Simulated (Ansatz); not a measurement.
# Zr6Ga: the cost of one run

Program: Ansatz 0.2.0. Level of theory: DFT PBE, scalar-relativistic, plane waves, PAW. These are calculated values, not measurements.

2 further runs of the same task are left out: 1 that didn't finish, 1 set aside as unsound or not needed.

## (1) The structure to begin with

Symmetry: Pm-3m, No. 221, cubic system. The conventional cell has a = 4.865 Å, b = 4.865 Å, c = 4.865 Å, α = 90.00°, β = 90.00°, γ = 90.00°. Zr (site symmetry 4mm) is surrounded by 5 Zr at 1.98 to 2.04 Å. Ga (site symmetry m-3m) is surrounded by 24 Zr at 3.58 Å.

As a file:

```xyz
7
Lattice="4.8652 0.0000 0.0000 0.0000 4.8652 0.0000 0.0000 0.0000 4.8652" Properties=species:S:1:pos:R:3 pbc="T T T"
Zr    0.9883    2.4326    2.4326
Zr    2.4326    2.4326    3.8769
Zr    2.4326    2.4326    0.9883
Zr    2.4326    0.9883    2.4326
Zr    2.4326    3.8769    2.4326
Zr    3.8769    2.4326    2.4326
Ga    0.0000    0.0000    0.0000
```

A structure generator made this guess: species swapped into a database cell of SrB6 (Pm-3m, No. 221), with Ga on the Sr sites and Zr on the B sites. Its size is a rough estimate.

## (2) A first look at the guess

Contents of input.yaml:

```yaml
crystal:
  lattice:
    - [4.86518638, 0.0, 0.0]
    - [0.0, 4.86518638, 0.0]
    - [0.0, 0.0, 4.86518638]
  atoms:
    - { symbol: Zr, position: [0.20313881, 0.5, 0.5] }
    - { symbol: Zr, position: [0.5, 0.5, 0.79686119] }
    - { symbol: Zr, position: [0.5, 0.5, 0.20313881] }
    - { symbol: Zr, position: [0.5, 0.20313881, 0.5] }
    - { symbol: Zr, position: [0.5, 0.79686119, 0.5] }
    - { symbol: Zr, position: [0.79686119, 0.5, 0.5] }
    - { symbol: Ga, position: [0.0, 0.0, 0.0] }
basis:
  ecutwfc: 420
kpoints:
  mp_grid: { grid: [4, 4, 4] }
hamiltonian:
  xc: pbe
scf:
  occupations: { method: gaussian, width: 0.1 }
  lower_state_search: "off"
output:
  forces: true
  stress: true
  eigenvalues: true
```

Started as:

```bash
ansatz run input.yaml --threads 1 --pin off --max-ram 2048MiB --backend cpu --events-out ev --progress --plain --runs-dir out
```

What time and memory should one allow on 1 thread of Intel Xeon Platinum 8559C (Emerald Rapids), shared host?

About 2.9 s, with a peak of 0.45 GiB.
